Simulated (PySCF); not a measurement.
# Si₂H₄Cl₂: core binding energies at several levels of theory, part 3 of 3

PySCF 2.14.0. Atoms count from 0. The steps go on from the part before.

## 8. Core holes by ΔSCF: SCAN, X2C

What the job is given:

```
{"job": {"kind": "xps", "basis": "def2-TZVP"}, "charge": 0, "multiplicity": 1}
Si    -0.662042     0.013363     0.543219
Si     1.634164     0.345655     0.807839
Cl     2.632324    -1.069273    -0.322046
Cl     2.108037     2.235311     0.114396
H     -0.982492     0.117338    -0.910423
H     -1.033596    -1.341418     1.050454
H     -1.408324     1.058595     1.306143
H      2.140742     0.243704     2.202533
```

Level: delta-SCF UKS SCAN, def2-TZVP on the ionised atom, pcseg-1 elsewhere, spin-free X2C.

The program printed:

```text
ground state, core basis on atom 0 (Si), 111 functions
  cycle   1  E = -1505.53935988  |g| = 3.07e-01
  cycle   2  E = -1505.50807736  |g| = 4.35e-01
  cycle   3  E = -1505.57004879  |g| = 4.01e-02
  cycle   4  E = -1505.57058432  |g| = 1.08e-02
  cycle   5  E = -1505.57062050  |g| = 2.25e-03
  cycle   6  E = -1505.57062043  |g| = 6.58e-04
  cycle   7  E = -1505.57062166  |g| = 1.52e-04
  E(ground) = -1505.60107767 Eh
hole in Si 1s of atom 0
  cycle   1  E = -1436.60671441  |g| = 2.95e+00
  cycle   2  E = -1436.64867568  |g| = 1.68e+00
  cycle   3  E = -1437.27725456  |g| = 5.85e-01
  cycle   4  E = -1437.52825851  |g| = 1.85e-01
  cycle   5  E = -1437.54675311  |g| = 8.71e-02
  cycle   6  E = -1437.55206488  |g| = 9.70e-03
  cycle   7  E = -1437.55211495  |g| = 3.83e-03
  cycle   8  E = -1437.55212399  |g| = 5.74e-04
  cycle   9  E = -1437.55212482  |g| = 3.14e-04
  E(ion) = -1437.58997488 Eh   <S^2> = 0.7523   hole on atom = 1.000   binding energy = 1850.676 eV
hole in Si 2p of atom 0
  cycle   1  E = -1501.27897749  |g| = 1.18e+00
  cycle   2  E = -1501.11917898  |g| = 1.01e+00
  cycle   3  E = -1501.54487973  |g| = 2.75e-01
  cycle   4  E = -1501.59729657  |g| = 9.89e-02
  cycle   5  E = -1501.60271730  |g| = 3.97e-02
  cycle   6  E = -1501.60384009  |g| = 5.01e-03
  cycle   7  E = -1501.60385616  |g| = 1.31e-03
  cycle   8  E = -1501.60385886  |g| = 3.57e-04
  E(ion) = -1501.64594889 Eh   <S^2> = 0.7527   hole on atom = 1.003   binding energy = 107.625 eV
  2p3/2 = 107.416 eV   2p1/2 = 108.027 eV
ground state, core basis on atom 1 (Si), 111 functions
  cycle   1  E = -1505.58191735  |g| = 6.61e-02
  cycle   2  E = -1505.58070014  |g| = 8.75e-02
  cycle   3  E = -1505.58290571  |g| = 1.07e-02
  cycle   4  E = -1505.58293729  |g| = 1.66e-03
  cycle   5  E = -1505.58294151  |g| = 4.94e-04
  E(ground) = -1505.61337867 Eh
hole in Si 1s of atom 1
  cycle   1  E = -1436.56114705  |g| = 2.95e+00
  cycle   2  E = -1435.93900340  |g| = 2.09e+00
  cycle   3  E = -1436.68519781  |g| = 1.05e+00
  cycle   4  E = -1437.46790242  |g| = 2.56e-01
  cycle   5  E = -1437.50670821  |g| = 5.73e-02
  cycle   6  E = -1437.50927733  |g| = 1.70e-02
  cycle   7  E = -1437.50949597  |g| = 4.84e-03
  cycle   8  E = -1437.50951131  |g| = 1.42e-03
  cycle   9  E = -1437.50951326  |g| = 6.54e-04
  cycle  10  E = -1437.50951207  |g| = 3.80e-04
  E(ion) = -1437.54418578 Eh   <S^2> = 0.7524   hole on atom = 1.000   binding energy = 1852.257 eV
hole in Si 2p of atom 1
  cycle   1  E = -1501.24382685  |g| = 1.19e+00
  cycle   2  E = -1500.59537151  |g| = 1.43e+00
  cycle   3  E = -1501.41559748  |g| = 4.84e-01
  cycle   4  E = -1501.56721747  |g| = 1.14e-01
  cycle   5  E = -1501.57463019  |g| = 3.33e-02
  cycle   6  E = -1501.57560476  |g| = 5.71e-03
  cycle   7  E = -1501.57562618  |g| = 1.79e-03
  cycle   8  E = -1501.57562713  |g| = 4.77e-04
  E(ion) = -1501.61458731 Eh   <S^2> = 0.7522   hole on atom = 1.003   binding energy = 108.813 eV
  2p3/2 = 108.668 eV   2p1/2 = 109.285 eV
ground state, core basis on atom 2 (Cl), 111 functions
  cycle   1  E = -1505.55928215  |g| = 4.33e-02
  cycle   2  E = -1505.55914264  |g| = 3.98e-02
  cycle   3  E = -1505.55956643  |g| = 1.23e-02
  cycle   4  E = -1505.55960418  |g| = 2.59e-03
  cycle   5  E = -1505.55960837  |g| = 3.86e-04
  E(ground) = -1505.61457140 Eh
hole in Cl 1s of atom 2
  cycle   1  E = -1400.33736881  |g| = 3.72e+00
  cycle   2  E = -1400.67371227  |g| = 1.71e+00
  cycle   3  E = -1401.21272308  |g| = 5.92e-01
  cycle   4  E = -1401.41740310  |g| = 1.79e-01
  cycle   5  E = -1401.43456761  |g| = 9.06e-02
  cycle   6  E = -1401.44012530  |g| = 1.38e-02
  cycle   7  E = -1401.44023202  |g| = 5.24e-03
  cycle   8  E = -1401.44024839  |g| = 9.21e-04
  cycle   9  E = -1401.44024788  |g| = 3.39e-04
  E(ion) = -1401.50601062 Eh   <S^2> = 0.7518   hole on atom = 1.000   binding energy = 2832.938 eV
hole in Cl 2p of atom 2
  cycle   1  E = -1497.47243494  |g| = 1.62e+00
  cycle   2  E = -1497.41158562  |g| = 1.17e+00
  cycle   3  E = -1497.86515161  |g| = 2.93e-01
  cycle   4  E = -1497.91739197  |g| = 1.40e-01
  cycle   5  E = -1497.92971927  |g| = 4.78e-02
  cycle   6  E = -1497.93118212  |g| = 7.74e-03
  cycle   7  E = -1497.93121771  |g| = 1.67e-03
  cycle   8  E = -1497.93122121  |g| = 6.97e-04
  cycle   9  E = -1497.93121897  |g| = 2.17e-04
  E(ion) = -1497.99537229 Eh   <S^2> = 0.7514   hole on atom = 1.001   binding energy = 207.329 eV
  2p3/2 = 206.750 eV   2p1/2 = 208.371 eV
```

Run time: 24 s. Hardware: 1 thread of Intel Xeon Platinum 8259CL at 2.50GHz, shared host; peak memory 0.51 GiB.

The holes in one table. −ε is the ground-state orbital energy:

| hole | stands for | environment | ΔSCF (eV; 2p as the shell's mean) | −ε (eV) | ⟨S²⟩ |
| --- | --- | --- | --- | --- | --- |
| Si1s on Si0 | Si0 | silicon bonded to Si, 3 H | 1850.68 | 1794.8 | 0.752 |
| Si2p on Si0 | Si0 | silicon bonded to Si, 3 H | 107.62 | 96.8 | 0.753 |
| Si1s on Si1 | Si1 | silicon bonded to 2 Cl, Si, H | 1852.26 | 1796.4 | 0.752 |
| Si2p on Si1 | Si1 | silicon bonded to 2 Cl, Si, H | 108.87 | 98.2 | 0.752 |
| Cl1s on Cl2 | Cl2, Cl3 | chlorine bonded to Si | 2832.94 | 2764.7 | 0.752 |
| Cl2p on Cl2 | Cl2, Cl3 | chlorine bonded to Si | 207.29 | 194.0 | 0.751 |

Each hole run stands for the others of its class of like atoms.

With the spin-orbit splitting: Si0 2p3/2 107.42, 2p1/2 108.03 eV; Si1 2p3/2 108.67, 2p1/2 109.28 eV; Cl2 2p3/2 206.75, 2p1/2 208.37 eV. The table gives each 2p level as the mean over the whole 2p shell (two parts 2p3/2, one part 2p1/2), which differs a little from the single hole in the log.

## 9. Core-electron binding energies: SCAN, non-relativistic

Settings changed since step 8:

```diff
@@ -1,2 +1,2 @@
-{"job": {"kind": "xps", "basis": "def2-TZVP"}, "charge": 0, "multiplicity": 1}
+{"job": {"kind": "xps", "x2c": false}, "charge": 0, "multiplicity": 1}
 Si    -0.662042     0.013363     0.543219
```

With the program's defaults for keys left out, this is: delta-SCF UKS SCAN, pcX-2 on the ionised atom, pcseg-1 elsewhere, non-relativistic.

The program printed:

```text
ground state, core basis on atom 0 (Si), 134 functions
  cycle   1  E = -1501.93579378  |g| = 4.08e-01
  cycle   2  E = -1501.90791233  |g| = 4.20e-01
  cycle   3  E = -1501.96127798  |g| = 1.05e-01
  cycle   4  E = -1501.96497692  |g| = 1.92e-02
  cycle   5  E = -1501.96507891  |g| = 3.31e-03
  cycle   6  E = -1501.96508278  |g| = 6.99e-04
  cycle   7  E = -1501.96508061  |g| = 2.74e-04
  E(ground) = -1501.99668850 Eh
hole in Si 1s of atom 0
  cycle   1  E = -1433.18916014  |g| = 4.32e+00
  cycle   2  E = -1433.30543355  |g| = 2.09e+00
  cycle   3  E = -1433.91661456  |g| = 6.96e-01
  cycle   4  E = -1434.19508346  |g| = 2.83e-01
  cycle   5  E = -1434.24234623  |g| = 1.02e-01
  cycle   6  E = -1434.24862281  |g| = 2.78e-02
  cycle   7  E = -1434.24909699  |g| = 6.04e-03
  cycle   8  E = -1434.24911665  |g| = 2.05e-03
  cycle   9  E = -1434.24912044  |g| = 3.11e-04
  E(ion) = -1434.28701516 Eh   <S^2> = 0.7526   hole on atom = 1.000   binding energy = 1842.474 eV
hole in Si 2p of atom 0
  cycle   1  E = -1497.67762917  |g| = 1.23e+00
  cycle   2  E = -1497.54433254  |g| = 1.08e+00
  cycle   3  E = -1497.96338420  |g| = 2.45e-01
  cycle   4  E = -1497.99993120  |g| = 1.07e-01
  cycle   5  E = -1498.00646654  |g| = 3.81e-02
  cycle   6  E = -1498.00746362  |g| = 5.71e-03
  cycle   7  E = -1498.00748404  |g| = 2.03e-03
  cycle   8  E = -1498.00748649  |g| = 3.24e-04
  E(ion) = -1498.04960699 Eh   <S^2> = 0.7528   hole on atom = 1.002   binding energy = 107.406 eV
  2p3/2 = 107.194 eV   2p1/2 = 107.810 eV
ground state, core basis on atom 1 (Si), 134 functions
  cycle   1  E = -1501.97242542  |g| = 3.53e-02
  cycle   2  E = -1501.97227980  |g| = 3.56e-02
  cycle   3  E = -1501.97264933  |g| = 9.34e-03
  cycle   4  E = -1501.97267438  |g| = 2.20e-03
  cycle   5  E = -1501.97268019  |g| = 2.95e-04
  E(ground) = -1502.00426184 Eh
hole in Si 1s of atom 1
  cycle   1  E = -1433.13544822  |g| = 4.32e+00
  cycle   2  E = -1432.57049564  |g| = 2.45e+00
  cycle   3  E = -1433.15764925  |g| = 1.21e+00
  cycle   4  E = -1434.09625911  |g| = 4.13e-01
  cycle   5  E = -1434.19646276  |g| = 7.55e-02
  cycle   6  E = -1434.19927057  |g| = 3.25e-02
  cycle   7  E = -1434.20011200  |g| = 7.11e-03
  cycle   8  E = -1434.20013844  |g| = 2.51e-03
  cycle   9  E = -1434.20014466  |g| = 7.42e-04
  cycle  10  E = -1434.20014354  |g| = 3.73e-04
  E(ion) = -1434.23481400 Eh   <S^2> = 0.7526   hole on atom = 1.000   binding energy = 1844.101 eV
hole in Si 2p of atom 1
  cycle   1  E = -1497.63366644  |g| = 1.24e+00
  cycle   2  E = -1497.02407655  |g| = 1.48e+00
  cycle   3  E = -1497.83198105  |g| = 4.57e-01
  cycle   4  E = -1497.96184302  |g| = 1.23e-01
  cycle   5  E = -1497.97044520  |g| = 3.16e-02
  cycle   6  E = -1497.97126584  |g| = 7.38e-03
  cycle   7  E = -1497.97129750  |g| = 2.40e-03
  cycle   8  E = -1497.97130115  |g| = 4.97e-04
  E(ion) = -1498.01037634 Eh   <S^2> = 0.7524   hole on atom = 1.003   binding energy = 108.679 eV
  2p3/2 = 108.532 eV   2p1/2 = 109.155 eV
ground state, core basis on atom 2 (Cl), 134 functions
  cycle   1  E = -1501.95564208  |g| = 4.11e-02
  cycle   2  E = -1501.95554100  |g| = 3.57e-02
  cycle   3  E = -1501.95581706  |g| = 1.10e-02
  cycle   4  E = -1501.95585304  |g| = 3.07e-03
  cycle   5  E = -1501.95585543  |g| = 6.30e-04
  cycle   6  E = -1501.95585445  |g| = 9.60e-05
  E(ground) = -1502.01029023 Eh
hole in Cl 1s of atom 2
  cycle   1  E = -1397.12511811  |g| = 5.42e+00
  cycle   2  E = -1397.57155992  |g| = 2.14e+00
  cycle   3  E = -1398.07071548  |g| = 7.36e-01
  cycle   4  E = -1398.31333114  |g| = 2.64e-01
  cycle   5  E = -1398.35117362  |g| = 1.17e-01
  cycle   6  E = -1398.35975049  |g| = 2.84e-02
  cycle   7  E = -1398.36016574  |g| = 1.01e-02
  cycle   8  E = -1398.36022899  |g| = 1.98e-03
  cycle   9  E = -1398.36023240  |g| = 6.57e-04
  cycle  10  E = -1398.36023313  |g| = 1.45e-04
  E(ion) = -1398.42381612 Eh   <S^2> = 0.7521   hole on atom = 1.000   binding energy = 2818.732 eV
hole in Cl 2p of atom 2
  cycle   1  E = -1493.88147375  |g| = 1.70e+00
  cycle   2  E = -1493.85751301  |g| = 1.26e+00
  cycle   3  E = -1494.29520319  |g| = 2.70e-01
  cycle   4  E = -1494.33125405  |g| = 1.55e-01
  cycle   5  E = -1494.34639753  |g| = 4.53e-02
  cycle   6  E = -1494.34762379  |g| = 9.62e-03
  cycle   7  E = -1494.34768592  |g| = 2.31e-03
  cycle   8  E = -1494.34768824  |g| = 4.13e-04
  E(ion) = -1494.41173956 Eh   <S^2> = 0.7517   hole on atom = 1.001   binding energy = 206.767 eV
  2p3/2 = 206.184 eV   2p1/2 = 207.810 eV
```

Wall time 25 s (1 thread of Intel Xeon Platinum 8259CL at 2.50GHz, shared host); peak memory 0.51 GiB.

The holes in one table. −ε is the ground-state orbital energy:

| hole | stands for | environment | ΔSCF (eV; 2p as the shell's mean) | −ε (eV) | ⟨S²⟩ |
| --- | --- | --- | --- | --- | --- |
| Si1s on Si0 | Si0 | silicon bonded to Si, 3 H | 1842.47 | 1789.7 | 0.753 |
| Si2p on Si0 | Si0 | silicon bonded to Si, 3 H | 107.40 | 96.8 | 0.753 |
| Si1s on Si1 | Si1 | silicon bonded to 2 Cl, Si, H | 1844.10 | 1791.4 | 0.753 |
| Si2p on Si1 | Si1 | silicon bonded to 2 Cl, Si, H | 108.74 | 98.2 | 0.752 |
| Cl1s on Cl2 | Cl2, Cl3 | chlorine bonded to Si | 2818.73 | 2754.0 | 0.752 |
| Cl2p on Cl2 | Cl2, Cl3 | chlorine bonded to Si | 206.73 | 193.7 | 0.752 |

Each hole run stands for the others of its class of like atoms.

With the spin-orbit splitting: Si0 2p3/2 107.19, 2p1/2 107.81 eV; Si1 2p3/2 108.53, 2p1/2 109.15 eV; Cl2 2p3/2 206.18, 2p1/2 207.81 eV. The table gives each 2p level as the mean over the whole 2p shell (two parts 2p3/2, one part 2p1/2), which differs a little from the single hole in the log.

## 10. What came out

What follows sums up all 3 parts.

| quantity | value |
| --- | --- |
| Si1s binding energies, SCAN/pcX-2 | Si1 1848.44, Si0 1846.82 eV |
| Si2p binding energies, SCAN/pcX-2 | Si1 108.68, Si0 107.35 eV |
| Cl1s binding energies, SCAN/pcX-2 | Cl2 2828.77 eV |
| Cl2p binding energies, SCAN/pcX-2 | Cl2 206.73 eV |
| Si1s binding energies, B3LYP/pcX-2 | Si1 1846.97, Si0 1845.43 eV |
| Si2p binding energies, B3LYP/pcX-2 | Si1 108.57, Si0 107.26 eV |
| Cl1s binding energies, B3LYP/pcX-2 | Cl2 2826.30 eV |
| Cl2p binding energies, B3LYP/pcX-2 | Cl2 206.28 eV |
| Si1s binding energies, PBE0/pcX-2 | Si1 1846.22, Si0 1844.61 eV |
| Si2p binding energies, PBE0/pcX-2 | Si1 108.31, Si0 106.95 eV |
| Cl1s binding energies, PBE0/pcX-2 | Cl2 2825.70 eV |
| Cl2p binding energies, PBE0/pcX-2 | Cl2 206.12 eV |
| Si1s binding energies, PBE/pcX-2 | Si1 1844.93, Si0 1843.44 eV |
| Si2p binding energies, PBE/pcX-2 | Si1 107.86, Si0 106.59 eV |
| Cl1s binding energies, PBE/pcX-2 | Cl2 2824.20 eV |
| Cl2p binding energies, PBE/pcX-2 | Cl2 205.64 eV |
| Si1s binding energies, HF/pcX-2 | Si1 1849.50, Si0 1847.73 eV |
| Si2p binding energies, HF/pcX-2 | Si1 108.32, Si0 106.81 eV |
| Cl1s binding energies, HF/pcX-2 | Cl2 2829.80 eV |
| Cl2p binding energies, HF/pcX-2 | Cl2 206.26 eV |
| Si1s binding energies, SCAN/pcX-1 | Si1 1848.53, Si0 1846.84 eV |
| Si2p binding energies, SCAN/pcX-1 | Si1 108.89, Si0 107.45 eV |
| Cl1s binding energies, SCAN/pcX-1 | Cl2 2828.80 eV |
| Cl2p binding energies, SCAN/pcX-1 | Cl2 206.84 eV |
| Si1s binding energies, SCAN/def2-TZVP | Si1 1852.26, Si0 1850.68 eV |
| Si2p binding energies, SCAN/def2-TZVP | Si1 108.87, Si0 107.62 eV |
| Cl1s binding energies, SCAN/def2-TZVP | Cl2 2832.94 eV |
| Cl2p binding energies, SCAN/def2-TZVP | Cl2 207.29 eV |
| Si1s binding energies, SCAN/pcX-2, non-relativistic | Si1 1844.10, Si0 1842.47 eV |
| Si2p binding energies, SCAN/pcX-2, non-relativistic | Si1 108.74, Si0 107.40 eV |
| Cl1s binding energies, SCAN/pcX-2, non-relativistic | Cl2 2818.73 eV |
| Cl2p binding energies, SCAN/pcX-2, non-relativistic | Cl2 206.73 eV |

Single values in the summary come from the first sound run of each kind (SCAN/pcX-2), which need not be the best level. At B3LYP/pcX-2: The Si1s levels kept as sound span 1.55 eV, from Si0 (silicon bonded to Si, 3 H) up to Si1 (silicon bonded to 2 Cl, Si, H). At B3LYP/pcX-2: The Si2p levels kept as sound span 1.32 eV, from Si0 (silicon bonded to Si, 3 H) up to Si1 (silicon bonded to 2 Cl, Si, H). At PBE0/pcX-2: The Si1s levels kept as sound span 1.61 eV, from Si0 (silicon bonded to Si, 3 H) up to Si1 (silicon bonded to 2 Cl, Si, H). At PBE/pcX-2: Si1 (silicon bonded to 2 Cl, Si, H) binds its Si2p electron 1.26 eV more tightly than Si0 (silicon bonded to Si, 3 H). At HF/pcX-2: The Si1s levels kept as sound span 1.77 eV, from Si0 (silicon bonded to Si, 3 H) up to Si1 (silicon bonded to 2 Cl, Si, H). At HF/pcX-2: Si1 (silicon bonded to 2 Cl, Si, H) binds its Si2p electron 1.51 eV more tightly than Si0 (silicon bonded to Si, 3 H). At SCAN/def2-TZVP: Si1 (silicon bonded to 2 Cl, Si, H) binds its Si2p electron 1.25 eV more tightly than Si0 (silicon bonded to Si, 3 H). At SCAN/pcX-2, non-relativistic: The Si1s levels kept as sound span 1.63 eV, from Si0 (silicon bonded to Si, 3 H) up to Si1 (silicon bonded to 2 Cl, Si, H). Si1 (silicon bonded to 2 Cl, Si, H) binds its Si2p electron 1.34 eV more tightly than Si0 (silicon bonded to Si, 3 H).
